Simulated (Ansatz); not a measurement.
Task: a Delta-SCF excitation of KNaICl, space group P4/mmm, with the Python package of Ansatz (0.2.0). Give the script and its output. Use (first run): PBEsol, PAW, cutoff 450 eV, 1×1×1 k-points, Fermi-Dirac smearing of 0.01 eV.

Input file `knaicl.cif`:
```cif
data_KNaICl
_cell_length_a 4.510400
_cell_length_b 4.510400
_cell_length_c 6.819064
_cell_angle_alpha 90.00000
_cell_angle_beta 90.00000
_cell_angle_gamma 90.00000
_symmetry_space_group_name_H-M 'P 1'
_symmetry_Int_Tables_number 1
loop_
_symmetry_equiv_pos_as_xyz
'x, y, z'
loop_
_atom_site_label
_atom_site_type_symbol
_atom_site_fract_x
_atom_site_fract_y
_atom_site_fract_z
K1 K    0.500000    0.500000    0.500000
Na2 Na    0.000000    0.000000    0.000000
I3 I    0.500000    0.500000    0.000000
Cl4 Cl    0.000000    0.000000    0.500000
```

The script, `dscf_knaicl.py`:
```python
"""Delta-SCF excitation at one k-point of KNaICl."""

import ansatz as az
from ase.io import read

XC = "PBEsol"
CUTOFF = 450
MESH = (1, 1, 1)
OCCUPATIONS = "fermi_dirac"
SIGMA = 0.01
N_EMPTY = 6


def main() -> None:
    atoms = read("knaicl.cif")
    knaicl = az.Crystal.from_ase(atoms)

    ground = (
        knaicl.calculation()
        .functional(XC)
        .basis(CUTOFF)
        .kpoints(*MESH)
        .occupations(OCCUPATIONS, width=SIGMA)
        .scf(extra_bands=N_EMPTY)
        .band_table()
    )
    excited = ground.excitation(hole_k=0, hole_band="v1", hole_track="overlap", particle_k=0, particle_band="c1", particle_track="overlap")
    low, high = ground.run(threads=1).report, excited.run(threads=1).report
    share = low["kweights"][0]
    top = round(low["n_electrons"] / 2)
    print("Kohn-Sham gap at the first k-point:", round(low["eigenvalues_ev"][0][top] - low["eigenvalues_ev"][0][top - 1], 3), "eV")
    print("energy difference per cell:", round(high["lagrangian_ev"] - low["lagrangian_ev"], 4), "eV; weight of the point", round(share, 4))
    print("per electron moved:", round((high["lagrangian_ev"] - low["lagrangian_ev"]) / share, 3), "eV")


if __name__ == "__main__":
    main()
```

```console
$ python dscf_knaicl.py
RunWarning: ΔSCF hole: seed band 20 (bands are counted from 0) lies in a 2-fold degenerate manifold [19, 20] at 1.0e-4 eV resolution, on a gap of 4.07e-2 eV certified (the least, over the bands [...]
RunWarning: ΔSCF hole (k=0): cluster selection [18, 19, 20], counted from 0, overshoots the anchor rank 2 — it holds more bands than the level has, and the excitation is spread over them until it [...]
Kohn-Sham gap at the first k-point: 3.694 eV
energy difference per cell: 3.8556 eV; weight of the point 1.0
per electron moved: 3.856 eV
```
(Warnings from the package without file and line, shortened.)

Semilocal gaps usually lie well under measured ones. The computed bands are complete only to about 5.0 eV above the Fermi level. The k-point mesh is coarse, and energy and stress weren't tested for convergence. This cell is a computed structure, which may not be the phase found in nature. Levels are Kohn-Sham eigenvalues on this mesh, without spin-orbit coupling. One k-point of a small cell stands for a dense array of excitations, so this isn't the optical gap of the solid. Timing: 5.8 s on 1 thread of Intel(R) Xeon(R) Platinum 8259CL CPU @ 2.50GHz (Skylake/Cascade Lake) (shared host), peak memory 0.48 GiB.
